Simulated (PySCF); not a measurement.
**CH3NOSSi (SMILES [H]/N=C1/S[SiH]1O): levels of theory compared**

Wanted: a comparison of 3 runs (B3LYP/ANO-RCC-MB, B3LYP/ANO-RCC-VDZ, B3LYP/ANO-RCC-VDZP) of CH3NOSSi. Input form: a Python script.

The results are computed with PySCF 2.14.0.

## 1. The structure to begin with

CH3NOSSi: 8 atoms, total charge 0, spin state singlet. SMILES: `[H]/N=C1/S[SiH]1O`. Geometry: relaxed at PBE0-D4/def2-TZVP. This is one conformer, not always the lowest.

Bond lengths: N1–C2 1.252 Å, C2–S3 1.831 Å, C2–Si4 1.825 Å, S3–Si4 2.100 Å, Si4–O5 1.628 Å, N1–H6 1.020 Å, Si4–H7 1.472 Å, O5–H8 0.960 Å. Some angles: N1–C2–S3 127.6°, N1–C2–Si4 162.3°, S3–C2–Si4 70.1°, C2–S3–Si4 54.8°, C2–Si4–S3 55.1°, C2–Si4–O5 124.0°, S3–Si4–O5 121.8°, C2–N1–H6 110.6°, C2–Si4–H7 122.3°, S3–Si4–H7 120.6°.

## 2. A single-point energy at B3LYP/ANO-RCC-MB (sfX2C) (run 1)

File job.py:

```python
# N=C1S[SiH]1O
from pyscf import gto, dft

system = gto.Mole()
system.atom = '''
N      0.360749     3.163024     2.632955
C      0.415362     1.068829     1.533702
S     -0.014929    -2.065093     2.937579
Si     0.610382    -1.351721    -0.915761
O     -1.571496    -1.838326    -3.029987
H      0.656302     4.595625     1.377799
H      3.019026    -2.062636    -2.113092
H     -3.300974    -1.617606    -2.528265
'''
system.basis = 'ano-rcc-mb'
system.unit = 'bohr'
system.charge = 0
system.verbose = 3
system.max_memory = 1860
system.build()

mf = dft.RKS(system, xc='b3lyp')
mf = mf.sfx2c1e()
mf.conv_tol = 1e-10
mf.grids.level = 4
mf.kernel()
if not mf.converged:
    mf = mf.newton().run(mf.mo_coeff, mf.mo_occ)

e_tot = mf.e_tot
print('E = %.10f Eh' % e_tot)
```

Started as:

```bash
OMP_NUM_THREADS=1 python job.py
```

Output:

```text
converged SCF energy = -859.109395175166
E = -859.1093951752 Eh
```

Run time: 14 s. Hardware: 1 thread of Arm Neoverse V1, shared host; peak memory 0.28 GiB.

## 3. A single-point energy at B3LYP/ANO-RCC-VDZ (sfX2C) (run 2)

File job.py:

```python
from pyscf import gto, dft

mol = gto.Mole()
mol.atom = '''
N      0.360749     3.163024     2.632955
C      0.415362     1.068829     1.533702
S     -0.014929    -2.065093     2.937579
Si     0.610382    -1.351721    -0.915761
O     -1.571496    -1.838326    -3.029987
H      0.656302     4.595625     1.377799
H      3.019026    -2.062636    -2.113092
H     -3.300974    -1.617606    -2.528265
'''
mol.charge = 0
mol.verbose = 3
mol.basis = 'ano-rcc-vdz'
mol.max_memory = 1860
mol.unit = 'bohr'
mol.build()

ks = dft.RKS(mol)
ks.xc = 'b3lyp'
ks = ks.sfx2c1e()
ks.grids.level = 4
ks.conv_tol = 1e-10
ks.kernel()
if not ks.converged:
    ks = ks.newton().run(ks.mo_coeff, ks.mo_occ)

energy = ks.e_tot
print('Final energy', energy)
```

Started as:

```bash
OMP_NUM_THREADS=1 python job.py
```

Output:

```text
converged SCF energy = -859.339062972078
Final energy -859.3390629720776
```

It took 17 s on 1 thread of Arm Neoverse V1, shared host; peak memory 0.34 GiB.

## 4. A single-point energy at B3LYP/ANO-RCC-VDZP (sfX2C) (run 3)

File input.xyz:

```xyz
8

N      0.190900     1.673800     1.393300
C      0.219800     0.565600     0.811600
S     -0.007900    -1.092800     1.554500
Si     0.323000    -0.715300    -0.484600
O     -0.831600    -0.972800    -1.603400
H      0.347300     2.431900     0.729100
H      1.597600    -1.091500    -1.118200
H     -1.746800    -0.856000    -1.337900
```

File input.py:

```python
# N=C1S[SiH]1O
from pyscf import gto, dft

system = gto.M(
    atom='input.xyz',
    basis='ano-rcc-vdzp',
    verbose=3,
    max_memory=1860,
    charge=0,
)

mf = dft.RKS(system)
mf.xc = 'b3lyp'
mf = mf.x2c()
mf.grids.level = 4
mf.conv_tol = 1e-10
mf.kernel()
if not mf.converged:
    mf = mf.newton().run(mf.mo_coeff, mf.mo_occ)

energy = mf.e_tot
print(f'total energy: {energy:.8f} hartree')
```

Started as:

```bash
OMP_NUM_THREADS=1 python input.py
```

Output:

```text
converged SCF energy = -859.509777278265
total energy: -859.50977728 hartree
```

Run time: 43 s. Hardware: 1 thread of Arm Neoverse V1, shared host; peak memory 0.48 GiB.

## 5. The series

| run | level | energy (Eh) | dipole moment (D) | HOMO energy (eV) | LUMO energy (eV) | wall time |
| --- | --- | --- | --- | --- | --- | --- |
| 1 | B3LYP/ANO-RCC-MB (sfX2C) | -859.109395 | 2.66 | -7.32 | -1.45 | 14 s |
| 2 | B3LYP/ANO-RCC-VDZ (sfX2C) | -859.339063 | 2.53 | -6.90 | -1.41 | 17 s |
| 3 | B3LYP/ANO-RCC-VDZP (sfX2C) | -859.509777 | 2.31 | -6.74 | -1.28 | 43 s |

## 6. What came out

```
            quantity          value
 run 3: total energy  -859.50978 Eh
run 3: dipole moment         2.31 D
  run 3: HOMO energy       -6.74 eV
  run 3: LUMO energy       -1.28 eV
run 3: HOMO–LUMO gap        5.45 eV
```

The dipole moment (its size) runs from 2.31 D (B3LYP/ANO-RCC-VDZP) to 2.66 D (B3LYP/ANO-RCC-MB). The HOMO–LUMO gap runs from 5.45 eV (B3LYP/ANO-RCC-VDZP) to 5.87 eV (B3LYP/ANO-RCC-MB). In run 1 the basis is minimal, so the values are rough. All runs together took 74 s, the longest 43 s.
